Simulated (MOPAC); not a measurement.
**CH5AlFGeN (SMILES [NH2][Al]1[GeH2][CH]1F): levels of theory compared**

Aim: a comparison of 5 runs (MNDO, PM3, PM6, PM6-D3H4, PM7) of CH5AlFGeN. 

The results are computed with MOPAC 23.2.5.

5 further runs of the same task are left out: 2 that didn't finish, 3 set aside as unsound or not needed.

## Step 1: Starting point

CH5AlFGeN: 10 atoms, total charge 0, spin state singlet. As SMILES, `[NH2][Al]1[GeH2][CH]1F`. Geometry: a rough force-field guess.

Bond lengths: N1–Al2 1.845 Å, Al2–Ge3 2.472 Å, Al2–C4 2.006 Å, Ge3–C4 1.997 Å, C4–F5 1.393 Å, N1–H6 1.054 Å, N1–H7 1.051 Å, Ge3–H8 1.520 Å, Ge3–H9 1.617 Å, C4–H10 1.059 Å. Some angles: N1–Al2–Ge3 148.8°, N1–Al2–C4 149.4°, Ge3–Al2–C4 51.7°, Al2–Ge3–C4 52.0°, Al2–C4–Ge3 76.2°, Al2–C4–F5 110.2°, Ge3–C4–F5 109.2°, Al2–N1–H6 110.7°, Al2–N1–H7 109.7°, Al2–Ge3–H8 120.8°.

## Step 2: Energy and forces at MNDO (run 1)

Input file ch5alfgen.mop:

```
MNDO 1SCF BONDS DISP GRADIENTS AUX(PRECISION=6) THREADS=1
CH5AlFGeN

N -1.701100 1 1.758100 1 -0.860100 1
Al -0.389700 1 0.788800 1 0.003200 1
Ge 0.276100 1 -1.268300 1 1.200900 1
C 1.371700 1 -0.170200 1 -0.057600 1
F 1.505800 1 -0.854500 1 -1.264000 1
H -2.621000 1 1.244000 1 -0.837600 1
H -1.445900 1 1.877500 1 -1.872400 1
H 0.021900 1 -2.639200 1 0.596000 1
H 0.862000 1 -1.088200 1 2.697000 1
H 2.203400 1 0.301000 1 0.397500 1
```

Started as:

```
$ mopac ch5alfgen.mop
```

ch5alfgen.out:

```text
MOPAC v23.2.5
MNDO CALCULATION RESULTS
[...]
           Empirical Formula: C H5 N Al Ge F  =    10 atoms
      MOLECULAR POINT GROUP   :   C1
[...]
     SCF FIELD WAS ACHIEVED
[...]
                              SUM =         26.28747 KCAL/MOL = FINAL HEAT OF FORMATION
          TOTAL ENERGY            =      -1010.62972 EV
          ELECTRONIC ENERGY       =      -2679.85565 EV
          CORE-CORE REPULSION     =       1669.22594 EV
          COSMO AREA              =        142.82 SQUARE ANGSTROMS
          COSMO VOLUME            =        138.75 CUBIC ANGSTROMS
          GRADIENT NORM           =        185.96991          =       58.80885 PER ATOM
          IONIZATION POTENTIAL    =          7.818987 EV
          HOMO LUMO ENERGIES (EV) =         -7.819 -1.034
          NO. OF FILLED LEVELS    =         14
          MOLECULAR WEIGHT        =        149.6271         POINT GROUP:  C1
[...]
 DIPOLE           X         Y         Z       TOTAL
 POINT-CHG.    -2.696    -0.853     3.575     4.558
 HYBRID         1.443     0.653    -1.789     2.389
 SUM           -1.253    -0.200     1.786     2.191
[...]
 * JOB ENDED NORMALLY *
[...]
```

Wall time 0.04 s (1 thread of Arm Neoverse N1, shared host).

## Step 3: Energy and forces at PM3 (run 2)

Input file job.mop:

```
DISP BONDS GRADIENTS 1SCF PM3 AUX(PRECISION=6) T=10M THREADS=1
CH5AlFGeN gradient

N     -1.701100 +1     1.758100 +1    -0.860100 +1
Al    -0.389700 +1     0.788800 +1     0.003200 +1
Ge     0.276100 +1    -1.268300 +1     1.200900 +1
C      1.371700 +1    -0.170200 +1    -0.057600 +1
F      1.505800 +1    -0.854500 +1    -1.264000 +1
H     -2.621000 +1     1.244000 +1    -0.837600 +1
H     -1.445900 +1     1.877500 +1    -1.872400 +1
H      0.021900 +1    -2.639200 +1     0.596000 +1
H      0.862000 +1    -1.088200 +1     2.697000 +1
H      2.203400 +1     0.301000 +1     0.397500 +1
```

Started as:

```
$ mopac job.mop
```

job.out:

```text
MOPAC v23.2.5
PM3 CALCULATION RESULTS
[...]
           Empirical Formula: C H5 N Al Ge F  =    10 atoms
      MOLECULAR POINT GROUP   :   C1
[...]
     SCF FIELD WAS ACHIEVED
[...]
                              SUM =          5.40038 KCAL/MOL = FINAL HEAT OF FORMATION
          TOTAL ENERGY            =       -934.12831 EV
          ELECTRONIC ENERGY       =      -2480.94185 EV
          CORE-CORE REPULSION     =       1546.81354 EV
          COSMO AREA              =        142.82 SQUARE ANGSTROMS
          COSMO VOLUME            =        138.75 CUBIC ANGSTROMS
          GRADIENT NORM           =        189.72398          =       59.99599 PER ATOM
          IONIZATION POTENTIAL    =          9.464995 EV
          HOMO LUMO ENERGIES (EV) =         -9.465 -3.089
          NO. OF FILLED LEVELS    =         14
          MOLECULAR WEIGHT        =        149.6271         POINT GROUP:  C1
[...]
 DIPOLE           X         Y         Z       TOTAL
 POINT-CHG.    -2.012     2.470    -0.151     3.190
 HYBRID         0.385    -0.083    -0.406     0.566
 SUM           -1.627     2.387    -0.558     2.942
[...]
 * JOB ENDED NORMALLY *
[...]
```

Run time: 0.04 s. Hardware: 1 thread of Arm Neoverse N1, shared host.

## Step 4: Energy and forces at PM6 (run 3)

Input file calc.mop:

```
PM6 1SCF BONDS GRADIENTS DISP AUX(PRECISION=6) THREADS=1
CH5AlFGeN, PM6

N     -1.701100 1     1.758100 1    -0.860100 1
Al    -0.389700 1     0.788800 1     0.003200 1
Ge     0.276100 1    -1.268300 1     1.200900 1
C      1.371700 1    -0.170200 1    -0.057600 1
F      1.505800 1    -0.854500 1    -1.264000 1
H     -2.621000 1     1.244000 1    -0.837600 1
H     -1.445900 1     1.877500 1    -1.872400 1
H      0.021900 1    -2.639200 1     0.596000 1
H      0.862000 1    -1.088200 1     2.697000 1
H      2.203400 1     0.301000 1     0.397500 1
```

Started as:

```
$ mopac calc.mop
```

calc.out:

```text
MOPAC v23.2.5
PM6 CALCULATION RESULTS
[...]
           Empirical Formula: C H5 N Al Ge F  =    10 atoms
      MOLECULAR POINT GROUP   :   C1
[...]
     SCF FIELD WAS ACHIEVED
[...]
                              SUM =        -24.87308 KCAL/MOL = FINAL HEAT OF FORMATION
          TOTAL ENERGY            =       -972.11329 EV
          ELECTRONIC ENERGY       =      -2606.35704 EV
          CORE-CORE REPULSION     =       1634.24375 EV
          COSMO AREA              =        142.82 SQUARE ANGSTROMS
          COSMO VOLUME            =        138.75 CUBIC ANGSTROMS
          GRADIENT NORM           =        148.55721          =       46.97791 PER ATOM
          IONIZATION POTENTIAL    =          8.368443 EV
          HOMO LUMO ENERGIES (EV) =         -8.368 -0.357
          NO. OF FILLED LEVELS    =         14
          MOLECULAR WEIGHT        =        149.6271         POINT GROUP:  C1
[...]
 DIPOLE           X         Y         Z       TOTAL
 POINT-CHG.    -2.341     3.604    -0.522     4.329
 HYBRID         0.704    -0.962    -0.459     1.277
 SUM           -1.637     2.642    -0.980     3.259
[...]
 * JOB ENDED NORMALLY *
[...]
```

Run time: 0.04 s. Hardware: 1 thread of Arm Neoverse N1, shared host.

Run 4 isn't shown in full; the table further down has it.

## Step 5: Energy and forces at PM7 (run 5)

Input file job.mop:

```
PM7 1SCF DISP GRADIENTS BONDS AUX(PRECISION=9) THREADS=1
CH5AlFGeN, PM7

N -1.701100 1 1.758100 1 -0.860100 1
Al -0.389700 1 0.788800 1 0.003200 1
Ge 0.276100 1 -1.268300 1 1.200900 1
C 1.371700 1 -0.170200 1 -0.057600 1
F 1.505800 1 -0.854500 1 -1.264000 1
H -2.621000 1 1.244000 1 -0.837600 1
H -1.445900 1 1.877500 1 -1.872400 1
H 0.021900 1 -2.639200 1 0.596000 1
H 0.862000 1 -1.088200 1 2.697000 1
H 2.203400 1 0.301000 1 0.397500 1
```

Started as:

```
$ mopac job.mop
```

job.out:

```text
MOPAC v23.2.5
PM7 CALCULATION RESULTS
[...]
           Empirical Formula: C H5 N Al Ge F  =    10 atoms
      MOLECULAR POINT GROUP   :   C1
[...]
     SCF FIELD WAS ACHIEVED
[...]
                              SUM =         35.14707 KCAL/MOL = FINAL HEAT OF FORMATION
          TOTAL ENERGY            =       -992.34298 EV
          ELECTRONIC ENERGY       =      -2630.64764 EV
          CORE-CORE REPULSION     =       1638.30467 EV
          COSMO AREA              =        142.82 SQUARE ANGSTROMS
          COSMO VOLUME            =        138.75 CUBIC ANGSTROMS
          GRADIENT NORM           =        262.12612          =       82.89156 PER ATOM
          IONIZATION POTENTIAL    =          8.866189 EV
          HOMO LUMO ENERGIES (EV) =         -8.866 -1.739
          NO. OF FILLED LEVELS    =         14
          MOLECULAR WEIGHT        =        149.6271         POINT GROUP:  C1
[...]
 DIPOLE           X         Y         Z       TOTAL
 POINT-CHG.    -2.842     3.567    -1.711     4.871
 HYBRID        -0.097    -0.079     0.704     0.716
 SUM           -2.939     3.488    -1.006     4.671
[...]
 * JOB ENDED NORMALLY *
[...]
```

Wall time 0.06 s (1 thread of Arm Neoverse N1, shared host).

## Step 6: The series

```
run     level  heat of formation (kcal/mol)  dipole moment (D)  HOMO energy (eV)  LUMO energy (eV)  wall time
  1      MNDO                         26.29               2.19             -7.82             -1.03     0.04 s
  2       PM3                          5.40               2.94             -9.46             -3.09     0.04 s
  3       PM6                        -24.87               3.26             -8.37             -0.36     0.04 s
  4  PM6-D3H4                        -22.86               3.26             -8.37             -0.36     0.04 s
  5       PM7                         35.15               4.67             -8.87             -1.74     0.06 s
```

## Step 7: Summary of results

```
                                        quantity          value
                             run 5: total energy   -36.46793 Eh
                            run 5: dipole moment         4.67 D
                              run 5: HOMO energy       -8.87 eV
                              run 5: LUMO energy       -1.74 eV
                            run 5: HOMO–LUMO gap        7.13 eV
                        run 5: dispersion energy   -1.61 kJ/mol
run 5: heat of formation at this unrelaxed shape  35.1 kcal/mol
                 run 5: largest force on an atom     8.446 eV/Å
```

**Reading.** The dipole moment (its size) runs from 2.19 D (MNDO) to 4.67 D (PM7). The HOMO–LUMO gap runs from 6.38 eV (PM3) to 8.01 eV (PM6). Force-field and semi-empirical energies have zeros of their own, so their totals don't compare. All runs together took 0.22 s, the longest 0.06 s.
